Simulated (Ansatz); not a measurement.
# Cr3As (I4/mmm) in Ansatz: further runs

One crystal, Cr3As, is run at these levels: PBEsol; tasks: single point.

Program: Ansatz 0.2.0. These are calculated values, not measurements. Logs are shortened: lines on timing, memory, paths and dates and some standing lists are left out, and cuts for length are marked.

## 1. The structure

It takes space group I4/mmm (No. 139, tetragonal). The conventional cell has a = 3.471 Å, b = 3.471 Å, c = 8.181 Å, α = 90.00°, β = 90.00°, γ = 90.00°. As (site symmetry 4/mmm) has 12 Cr at 2.45 to 2.68 Å as nearest neighbours. Cr (site symmetry 4/mmm) has 4 As at 2.45 Å and 8 Cr at 2.68 Å as nearest neighbours. Cr (site symmetry -4m2) is surrounded by 8 Cr at 2.45 to 2.68 Å and 4 As at 2.68 Å.

The cell comes from a database or a generator and needn't be the stable form of this composition.

## 2. Single point, PBEsol, collinear spin, ferromagnetic start, 11.58 Å³/atom (volume scaled by 0.94)

Contents of input.yaml:

```yaml
crystal:
  lattice:
    - [-1.7002881802, 1.7002881802, 4.0071439156]
    - [1.7002881802, -1.7002881802, 4.0071439156]
    - [1.7002881802, 1.7002881802, -4.0071439156]
  atoms:
    - { symbol: As, position: [0.0, 0.0, 0.0] }
    - { symbol: Cr, position: [0.5, 0.5, 0.0], spin: 3.0 }
    - { symbol: Cr, position: [0.25, 0.75, 0.5], spin: 3.0 }
    - { symbol: Cr, position: [0.75, 0.25, 0.5], spin: 3.0 }
kpoints:
  mp_grid: { grid: [11, 11, 11] }
scf:
  occupations: { method: fermi_dirac, width: 0.05 }
hamiltonian:
  xc: pbesol
  pseudopotentials: { kind: all_electron, lapw: { basis_error: 0.001 } }
magnetization:
  spin_polarized: true
output:
  forces: true
  stress: true
  eigenvalues: true
```

Potentials or basis: all-electron LAPW, scalar-relativistic.

Command:

```bash
$ ansatz run input.yaml --threads 4 --pin off --max-ram 12288MiB --backend cpu --events-out ev --progress --plain --runs-dir out
```

The program printed:

```text
Warning: RAYON_NUM_THREADS=4 ignored (pool sized by the plan → 4); use --threads N
LAPW: plane waves up to 9.217 Å⁻¹, error target 1.0e-3 eV per atom; small_component_spin mean_spin; Cr in spheres of 1.201 Å, 14 of its electrons in bands, Dirac shells []; As in spheres of 1.203 Å, 23 of its electrons in bands, Dirac shells [] (how accurate: hamiltonian.pseudopotentials.lapw.basis_error, Limitations)
Engine: ansatz 0.2.0, aarch64-unknown-linux-gnu
Pseudopotentials: kind: all_electron
Pseudopotential: As, LAPW, valence charge 23, lapw/all_electron/scalar/gaussian/As, Koelling and Harmon's equation, gaussian nucleus
Pseudopotential: Cr, LAPW, valence charge 14, lapw/all_electron/scalar/gaussian/Cr, Koelling and Harmon's equation, gaussian nucleus
Functional definition: PBEsol
  exchange = pbesol_x
  correlation = pbesol_c
Crystal: 4 atoms, lattice volume = 46.338 Å³
Basis set: ecut = 323.6742456022245 eV, 583 PW (Γ), FFT grids on a1+a3, a2+a3, a3, exchange–correlation at level 2
Bands: 45, of which v1, the nominal top of the filled ones, is band 33 counted from 1 (32 counted from 0)
Symmetry: 16 space group operations
Space group: I4/mmm (ITA 139), of the structure as read, at distance tolerance 3.6e-5 Å
Magnetic group: BNS 139.531 (UNI 1191), of the structure as read, at distance tolerance 3.6e-5 Å
k-points: 126 of 1331
Non-local potential: As, projectors of the file, none
Non-local potential: Cr, projectors of the file, none
Initial density: superposition of atomic densities (chi_scale 0.1, normalization cell, long waves kept (reshape's long-wave potential 0.00 eV rms))
Starting moments: Σ|m| = 9 μB on 3 of 4 sites
Initial wavefunctions: plane waves of lowest kinetic energy (no species holds an atomic orbital)
Functional: x = pbesol(κ = 0.804, μ = 0.12345679012345678), c = pbesol(β = 0.046)
iter 1 solved again at ethr=1.52e-3 eV; its pass at ethr=1.00e-1 eV (dr2=9.85e-1 eV) is discarded
SCF iter   1: F=—  HF=-147182.192753 eV  |F-HF|=—  |Δ(HF+E_count)|=         —  Δρ=1.15e-1 (↑1.15e-1 ↓8.92e-2)  dr2=9.88e-1  dr2_m=4.10e0  M=1.725 μB ∫|m|=1.847 μB  β_m=0.30  ethr=1.52e-3  ⟨swp⟩=2.0  Hψ=71497  notcnv=0
Mixer restart at iter 1: flushing history
preconditioner: auto → Kerker (q_TF=auto, 2.887 Å⁻¹)  [metal: Δε(μ)=0.010 eV  Ē_g=8.110 eV  σ=0.050 eV  W_gap=0.05  n_scr=14 (ndim 8)  ℏωp=26.2 eV  f_vac=0.000  D(μ)=4.12/eV (n_scr^D=36)]
spin=Collinear: Kerker preconditioning applied to the charge; magnetization (m = ρ↑ − ρ↓) channel mixes plain (no charge-response kernel on spin).
[... 12 lines left out ...]
SCF iter  12: F=—  HF=-147182.310766 eV  |F-HF|=—  |Δ(HF+E_count)|=   4.83e-9  Δρ=1.18e-6 (↑1.18e-6 ↓7.67e-7)  dr2=1.55e-9  dr2_m=1.24e-10  M=0.732 μB ∫|m|=1.091 μB  β_m=0.98  ethr=1.92e-10  ⟨swp⟩=2.0  Hψ=31361  notcnv=0
SCF iter  13: F=-147182.310766 eV  HF=-147182.310766 eV  |F-HF|=4.20e-8  |Δ(HF+E_count)|=   4.28e-9  Δρ=2.35e-6 (↑2.35e-6 ↓1.73e-6)  dr2=1.70e-8  dr2_m=6.44e-11  M=0.732 μB ∫|m|=1.091 μB  ethr=4.60e-12 (applied; sched 2.38e-12)  ⟨swp⟩=2.0  Hψ=31357  notcnv=0
SCF 1 converged in 13 iterations: F = -147182.310766 eV  dr2 = 1.70e-8
SCF converged after 13 iterations
Magnetization: 0.7319 μB (32.8659 up, 32.1341 down)
Absolute magnetization: 1.0907 μB (∫|ρ↑−ρ↓|)
Spin contamination: 0.1040 ħ² per cell (⟨S²⟩ above its minimum at these occupations)
Per-site moments (μB) at R_I (Å): [(-0.007140254246991162, 1.2031913231709974), (0.853804642029381, 1.2013792453796173), (-0.07431025479756848, 1.2013792453796173), (-0.07431025479756848, 1.2013792453796173)]
Free energy (F): -147182.310766 eV
Harris-Foulkes:  -147182.310766 eV  (|F-HF|=4.20e-8)
Internal energy: -147182.283514 eV  (E = F + TS)
E sigma→0 (E₀):  -147182.297140 eV
Entropy (-TS):   -0.027252 eV (-6.813 meV/atom)
Fermi energy:    21.036991 eV
--- Per-component energies (eV) ---
  E_band       = -1427.579358
  E_kinetic    = 149538.614400
  E_xc         = -6141.786165
  E_electrostatic = -290579.111749  (all electrons and nuclei)
  E_smearing   = -0.027252  (= −TS)
  E_closure    = 0.000000  (closes the sum)
  E_atoms      = -147146.695340  (free atoms, spherical and without spin; not in F)
  Σ components = -147182.310766   (vs F -147182.310766, Δ=0.00e0)
  Basis errors (estimates in eV, not in F): energy 2.6e-4 per atom: plane waves 2.3e-4 (1.2e-4 summed), levels above the bands 3.7e-86, relativity 1.4e-8, radial functions 3.5e-5, core shells 2.3e-7; eigenvalues (radial functions only) 1.1e-6; not estimated: angular momenta, meshes, grids; target (lapw.basis_error) 1.0e-3; muffin-tin radii Cr 1.201 Å, As 1.203 Å
--- Forces (eV/Å), atoms counted from 1 ---
  atom   1  As    -0.00000000     0.00000000     0.00000000
  atom   2  Cr    -0.00000000     0.00000000     0.00000000
  atom   3  Cr     0.00000000     0.00000000     0.00000000
  atom   4  Cr     0.00000000     0.00000000     0.00000000
  max |Σ_I F_I| component: 1.58e-30 eV/Å
--- Stress (GPa, compression-positive) ---
        5.539963       0.000000       0.000000
        0.000000       5.539963      -0.000000
        0.000000      -0.000000       3.535267
  P = ⅓ Tr σ = 4.8717 GPa (48.717 kbar)
--- Band table (eV; the first three rows and the last of 252) ---
  k-point 0 ↑: bands = ["-164.4860", "-108.0777", "-108.0361", "-108.0361", "-50.6047", "-50.4015", "-50.1818", "-22.2540", "-22.1483", "-22.1483", "-22.1416", "-22.1416", "-21.7449", "-21.6885", "-21.4302", "-21.4302", "-15.3382", "-15.3170", "-15.3170", "-15.3154", "-15.2943", "6.7210", "15.5649", "16.0485", "17.2525", "17.2525", "17.9130", "18.1694", "18.4468", "19.8034", "19.8034", "20.4290", "20.5900", "21.4819", "22.2182", "22.2182", "23.1769", "23.4608", "23.4608", "24.1299", "24.3908", "28.0979", "28.8864", "28.8864", "29.5270"]
  k-point 1 ↑: bands = ["-164.4860", "-108.0777", "-108.0361", "-108.0361", "-50.6018", "-50.3944", "-50.1913", "-22.2563", "-22.1585", "-22.1526", "-22.1371", "-22.0815", "-21.7439", "-21.6920", "-21.4979", "-21.4248", "-15.3371", "-15.3174", "-15.3169", "-15.3130", "-15.2929", "6.9066", "15.6122", "16.2088", "16.6193", "16.9382", "18.1185", "18.3885", "18.5599", "19.5739", "19.8617", "20.3944", "20.7340", "21.5178", "22.2131", "22.4631", "22.8271", "22.9539", "23.5302", "23.9691", "25.4370", "27.5294", "28.3983", "28.7962", "29.6290"]
  k-point 2 ↑: bands = ["-164.4860", "-108.0777", "-108.0361", "-108.0361", "-50.5949", "-50.3744", "-50.2168", "-22.2738", "-22.1853", "-22.1625", "-22.1106", "-21.9189", "-21.7416", "-21.7046", "-21.6774", "-21.4104", "-15.3349", "-15.3183", "-15.3167", "-15.3084", "-15.2894", "7.4134", "15.3523", "15.7198", "16.4941", "16.8263", "18.4318", "18.4373", "19.0216", "19.2384", "19.7847", "20.3407", "20.9872", "21.4185", "22.0252", "22.5258", "22.5942", "23.2901", "23.3617", "23.4203", "25.6669", "26.6504", "28.6615", "29.8288", "30.2599"]
  k-point 125 ↓: bands = ["-164.4873", "-108.0784", "-108.0382", "-108.0382", "-50.4948", "-50.2624", "-49.7034", "-22.2180", "-22.2165", "-22.0161", "-21.8161", "-21.5347", "-21.5273", "-21.2263", "-21.2253", "-21.2188", "-15.3377", "-15.3221", "-15.3220", "-15.3152", "-15.3020", "7.5242", "13.2778", "16.4646", "17.2839", "17.9378", "18.0123", "18.2354", "18.8564", "18.9733", "19.4458", "21.1644", "21.4313", "22.0204", "22.1905", "22.6925", "22.8355", "23.0733", "23.2012", "24.1705", "27.2729", "27.3693", "30.4258", "31.3560", "31.5290"]
```

Wall time 73 s (4 threads of Arm Neoverse V1, shared host); peak memory 1.5 GiB.

What came out:

| Property | Result |
| --- | --- |
| Free energy | -147182.3108 eV |
| Pressure | 4.9 GPa |
| Band gap on the k mesh | none (metal or under the smearing width) |
| Net moment | 0.73 μB per cell |
| Absolute moment | 1.09 μB per cell |
| Site moments | As -0.01; Cr +0.85, -0.07 μB |

Caveat: the starting moments weren't kept.

## 3. Single point, PBEsol, collinear spin, ferromagnetic start, 11.83 Å³/atom (volume scaled by 0.96)

Changes to input.yaml since step 2:

```diff
@@ -2,5 +2,5 @@
   lattice:
-    - [-1.7002881802, 1.7002881802, 4.0071439156]
-    - [1.7002881802, -1.7002881802, 4.0071439156]
-    - [1.7002881802, 1.7002881802, -4.0071439156]
+    - [-1.7122624351, 1.7122624351, 4.0353641687]
+    - [1.7122624351, -1.7122624351, 4.0353641687]
+    - [1.7122624351, 1.7122624351, -4.0353641687]
   atoms:
```

Potentials or basis: all-electron LAPW, scalar-relativistic.

Command:

```bash
$ ansatz run input.yaml --threads 4 --pin off --max-ram 12288MiB --backend cpu --events-out ev --progress --plain --runs-dir out
```

Wall time 77 s (4 threads of Arm Neoverse V1, shared host); peak memory 1.5 GiB.

It converged, with:

* Free energy: -147182.3248 eV
* Pressure: -0.2 GPa
* Band gap on the k mesh: none (metal or under the smearing width)
* Net moment: 0.76 μB per cell
* Absolute moment: 1.21 μB per cell
* Site moments: As -0.01; Cr +0.93, -0.09 μB

Caveat: the starting moments weren't kept.

## 4. Single point, PBEsol, collinear spin, ferromagnetic start, 12.08 Å³/atom (volume scaled by 0.98)

Changes to input.yaml since step 3:

```diff
@@ -2,5 +2,5 @@
   lattice:
-    - [-1.7122624351, 1.7122624351, 4.0353641687]
-    - [1.7122624351, -1.7122624351, 4.0353641687]
-    - [1.7122624351, 1.7122624351, -4.0353641687]
+    - [-1.7240715148, 1.7240715148, 4.0631951459]
+    - [1.7240715148, -1.7240715148, 4.0631951459]
+    - [1.7240715148, 1.7240715148, -4.0631951459]
   atoms:
```

Command:

```bash
$ ansatz run input.yaml --threads 4 --pin off --max-ram 12288MiB --backend cpu --events-out ev --progress --plain --runs-dir out
```

Run time: 74 s. Hardware: 4 threads of Arm Neoverse V1, shared host; peak memory 1.5 GiB.

Results (log left out):

| Property | Result |
| --- | --- |
| Free energy | -147182.3094 eV |
| Pressure | -4.7 GPa |
| Band gap on the k mesh | none (metal or under the smearing width) |
| Net moment | 0.80 μB per cell |
| Absolute moment | 1.34 μB per cell |
| Site moments | As -0.01; Cr +1.01, -0.12 μB |

Caveat: the starting moments weren't kept.

## 5. Single point, PBEsol, collinear spin, ferromagnetic start, 12.32 Å³/atom

Changes to input.yaml since step 4:

```diff
@@ -2,5 +2,5 @@
   lattice:
-    - [-1.7240715148, 1.7240715148, 4.0631951459]
-    - [1.7240715148, -1.7240715148, 4.0631951459]
-    - [1.7240715148, 1.7240715148, -4.0631951459]
+    - [-1.735721, 1.735721, 4.09065]
+    - [1.735721, -1.735721, 4.09065]
+    - [1.735721, 1.735721, -4.09065]
   atoms:
```

Command:

```bash
$ ansatz run input.yaml --threads 4 --pin off --max-ram 12288MiB --backend cpu --events-out ev --progress --plain --runs-dir out
```

Run time: 8.3 min. Hardware: 4 threads of Arm Neoverse V1, shared host; peak memory 2.9 GiB.

The run converged. Its results:

```yaml
Free_energy: -147182.2696 eV
Pressure: -7.9 GPa
Band_gap_on_the_k_mesh: none (metal or under the smearing width)
Net_moment: 0.77 μB per cell
Absolute_moment: 2.43 μB per cell
Site_moments: As -0.01; Cr +1.09, -0.77, +0.44 μB
```

Caveat: the starting moments weren't kept.

## 6. Single point, PBEsol, collinear spin, ferromagnetic start, 12.57 Å³/atom (volume scaled by 1.02)

Changes to input.yaml since step 5:

```diff
@@ -2,5 +2,5 @@
   lattice:
-    - [-1.735721, 1.735721, 4.09065]
-    - [1.735721, -1.735721, 4.09065]
-    - [1.735721, 1.735721, -4.09065]
+    - [-1.7472161761, 1.7472161761, 4.1177411869]
+    - [1.7472161761, -1.7472161761, 4.1177411869]
+    - [1.7472161761, 1.7472161761, -4.1177411869]
   atoms:
```

Potentials or basis: all-electron LAPW, scalar-relativistic.

Command:

```bash
$ ansatz run input.yaml --threads 4 --pin off --max-ram 12288MiB --backend cpu --events-out ev --progress --plain --runs-dir out
```

It took 6.9 min on 4 threads of Arm Neoverse V1, shared host; peak memory 2.8 GiB.

It converged, with:

```
Free energy            : -147182.2128 eV
Pressure               : -10.5 GPa
Band gap on the k mesh : none (metal or under the smearing width)
Net moment             : 0.80 μB per cell
Absolute moment        : 3.15 μB per cell
Site moments           : As -0.02; Cr +1.17, -1.10, +0.71 μB
```

Caveat: the starting moments weren't kept.

## 7. Single point, PBEsol, collinear spin, ferromagnetic start, 12.82 Å³/atom (volume scaled by 1.04)

Changes to input.yaml since step 6:

```diff
@@ -2,5 +2,5 @@
   lattice:
-    - [-1.7472161761, 1.7472161761, 4.1177411869]
-    - [1.7472161761, -1.7472161761, 4.1177411869]
-    - [1.7472161761, 1.7472161761, -4.1177411869]
+    - [-1.7585620536, 1.7585620536, 4.1444805152]
+    - [1.7585620536, -1.7585620536, 4.1444805152]
+    - [1.7585620536, 1.7585620536, -4.1444805152]
   atoms:
```

Command:

```bash
$ ansatz run input.yaml --threads 4 --pin off --max-ram 12288MiB --backend cpu --events-out ev --progress --plain --runs-dir out
```

It took 6.8 min on 4 threads of Arm Neoverse V1, shared host; peak memory 2.8 GiB.

It converged, with:

* Free energy: -147182.1414 eV
* Pressure: -12.7 GPa
* Band gap on the k mesh: none (metal or under the smearing width)
* Net moment: 0.85 μB per cell
* Absolute moment: 3.75 μB per cell
* Site moments: As -0.02; Cr +1.27, +0.93, -1.35 μB

Caveat: the starting moments weren't kept.

## 8. Single point, PBEsol, collinear spin, ferromagnetic start, 13.06 Å³/atom (volume scaled by 1.06)

Changes to input.yaml since step 7:

```diff
@@ -2,5 +2,5 @@
   lattice:
-    - [-1.7585620536, 1.7585620536, 4.1444805152]
-    - [1.7585620536, -1.7585620536, 4.1444805152]
-    - [1.7585620536, 1.7585620536, -4.1444805152]
+    - [-1.7697633877, 1.7697633877, 4.170879192]
+    - [1.7697633877, -1.7697633877, 4.170879192]
+    - [1.7697633877, 1.7697633877, -4.170879192]
   atoms:
```

Command:

```bash
$ ansatz run input.yaml --threads 4 --pin off --max-ram 12288MiB --backend cpu --events-out ev --progress --plain --runs-dir out
```

It took 7 min on 4 threads of Arm Neoverse V1, shared host; peak memory 2.8 GiB.

It converged, with:

| Quantity | Value |
| --- | --- |
| Free energy | -147182.0579 eV |
| Pressure | -14.4 GPa |
| Band gap on the k mesh | none (metal or under the smearing width) |
| Net moment | 0.92 μB per cell |
| Absolute moment | 4.28 μB per cell |
| Site moments | As -0.03; Cr +1.36, +1.13, -1.57 μB |

Caveat: the starting moments weren't kept.
